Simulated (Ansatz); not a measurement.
**GaAsH+ (triplet): the correlation ladder, cc-pVTZ**

One table from this session's results is given with a row withheld; the runs are named, their logs left out.

The runs use Ansatz 0.2.0, Gaussian basis; cc-pVTZ, core rule «outside noble gas», up to 28 orbitals frozen.

To be run: UHF; CCSD(T) on ROHF; CCSD(T) on UHF; BCCD(T) on ROHF; CCSDT(Q) on ROHF; CCSDT(Q) on UHF; CASSCF and MRCISD+Q, 8 electrons in 9 orbitals; CASSCF and NEVPT2, 8 electrons in 9 orbitals.

10 further runs of the same task are left out: 5 for a known fault of the program, 5 set aside as unsound or not needed. Runs told in other sessions of the task aren't counted.

## The system

The geometry is a PBE0/def2-TZVP stationary point (not a proven minimum) of the parent state, kept for this charge and spin. No spin-orbit coupling is included. The filled d shell of Ga, As may be among the frozen orbitals whatever the setting's name suggests.

3 atoms, charge 1, spin multiplicity 3.

Atoms are counted from 1 here; the program's logs count them from 0.

Bond lengths: Ga1–As2 2.555 Å, As2–H3 1.537 Å. Angles: Ga1–As2–H3 82.5°.

The first run:

Input file in.yaml:

```yaml
crystal:
  periodic: [false, false, false]
  atoms:
    - {symbol: Ga, position_ang: [0.000000, -0.483232, 1.643709]}
    - {symbol: As, position_ang: [0.000000, -0.521737, -0.911101]}
    - {symbol: H, position_ang: [0.000000, 1.004969, -0.732608]}
basis:
  gaussian: {orbitals: cc-pVTZ}
total_charge: 1
magnetization: {spin_polarized: true, initial_magnetization: 2}
hamiltonian: {xc: hf}
output: {orbitals: {seedname: orbitals}}
```

Run with:

```sh
$ ansatz run in.yaml --threads 1 --pin off --events-out ev --progress --plain --max-ram 3968MiB --backend cpu
```

Among the steps run: UHF; CCSD(T) on ROHF; CCSD(T) on UHF; BCCD(T) on ROHF; CCSDT(Q) on ROHF; CCSDT(Q) on UHF; CASSCF and MRCISD+Q, 8 electrons in 9 orbitals; CASSCF and NEVPT2, 8 electrons in 9 orbitals.

One of the session's tables, all rows but one given; the rest of the session is left out.

It belongs to the step «Misses and costs». 

```
          method  from UCCSDT(Q) (meV)
            ROHF               +4960.9
             UHF               +4664.3
            RMP2                +987.1
            UMP2               +1025.4
           RCCSD                +229.4
           UCCSD                +210.2
        RCCSD(T)                 +49.0
        UCCSD(T)                 +38.9
         BCCD(T)                 +49.0
          RCCSDT                     ?
          UCCSDT                  +7.8
       RCCSDT(Q)                 +11.6
       UCCSDT(Q)                     0
  CASSCF valence               +3236.8
  NEVPT2 valence                +695.1
  MRCISD valence                +211.2
MRCISD+Q valence                 +18.2
```

**Question.** Estimate the row for RCCSDT.

The run gave: from UCCSDT(Q) (meV): +19.6. In the column «from UCCSDT(Q) (meV)» it lies between MRCISD+Q valence (+18.2) and UCCSD(T) (+38.9).

To keep in mind: Restricted and unrestricted rows rest on different reference determinants; a gap between their highest levels can come from leftover correlation error, from unlike frozen cores or from another state.
